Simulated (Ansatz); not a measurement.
# CH₆AlFSi, SMILES C[SiH2][AlH][F]: a rigid torsion scan

Run with Ansatz 0.2.0, Python API.

The script, `torsion.py`:
```python
import warnings

import ansatz as az
from ase import Atoms

BASIS_SET = "def2-SVP"
FUNCTIONAL = "B3LYP"
FORCE_TOL = 0.02

warnings.simplefilter("ignore", az.DeckWarning)

atoms = Atoms(["C", "Si", "Al", "F", "H", "H", "H", "H", "H", "H"], positions=[
    [0.2662, 1.4036, -0.5389],
    [-0.5336, 0.1804, 0.5989],
    [0.2349, -1.9605, 0.0114],
    [-0.2005, -3.3934, 0.9541],
    [-0.154, 2.4507, -0.2999],
    [-0.0701, 1.2291, -1.5973],
    [1.3496, 1.4282, -0.453],
    [-1.956, 0.2296, 0.468],
    [-0.1438, 0.5117, 2.0272],
    [1.2905, -2.1306, -1.1675],
])

first = (
    az.Crystal.molecule_from_ase(atoms).calculation()
    .basis(gaussian=BASIS_SET)
    .functional(FUNCTIONAL)
    .relax(force_tolerance=FORCE_TOL, max_steps=80)
)
atoms.positions = first.run(threads=1, pin="off").report["positions_ang"]

start = atoms.get_dihedral(2, 1, 0, 4)
energies = {}
for turn in range(0, 121, 20):
    turned = atoms.copy()
    turned.set_dihedral(2, 1, 0, 4, start + turn, indices=[0, 4, 5, 6])
    job = (
        az.Crystal.molecule_from_ase(turned).calculation()
        .basis(gaussian=BASIS_SET)
        .functional(FUNCTIONAL)
    )
    energies[round((start + turn) % 360)] = job.run(threads=1, pin="off").report["free_energy_ev"]
floor = min(energies.values())
print("dihedral Al2-Si1-C0-H4 (deg)   E - E(min) (eV)")
for angle, e in sorted(energies.items()):
    print(f"{angle:8d} {(e - floor):14.3f}  " + "#" * int(30 * (e - floor) / max(max(energies.values()) - floor, 1e-9)))
```

`python torsion.py` gives:
```text
dihedral Al2-Si1-C0-H4 (deg)   E - E(min) (eV)
     180          0.000
     200          0.018  #######
     220          0.052  ######################
     240          0.069  ##############################
     260          0.051  ######################
     280          0.017  #######
     300          0.000
```

What to keep in mind:
- The scan is rigid and the energies are electronic, in a modest basis. With rigid groups the curve can differ much from the relaxed path, the start wasn't checked as a minimum of this torsion, and equivalent turns needn't return to the same energy.
- b3lyp holds the VWN-RPA fit, as in Gaussian; the form of ORCA and Turbomole is b3lyp5.
- Finished in 58 s on 1 thread of Arm Neoverse V2, with other jobs on the host, peak memory 0.26 GiB.
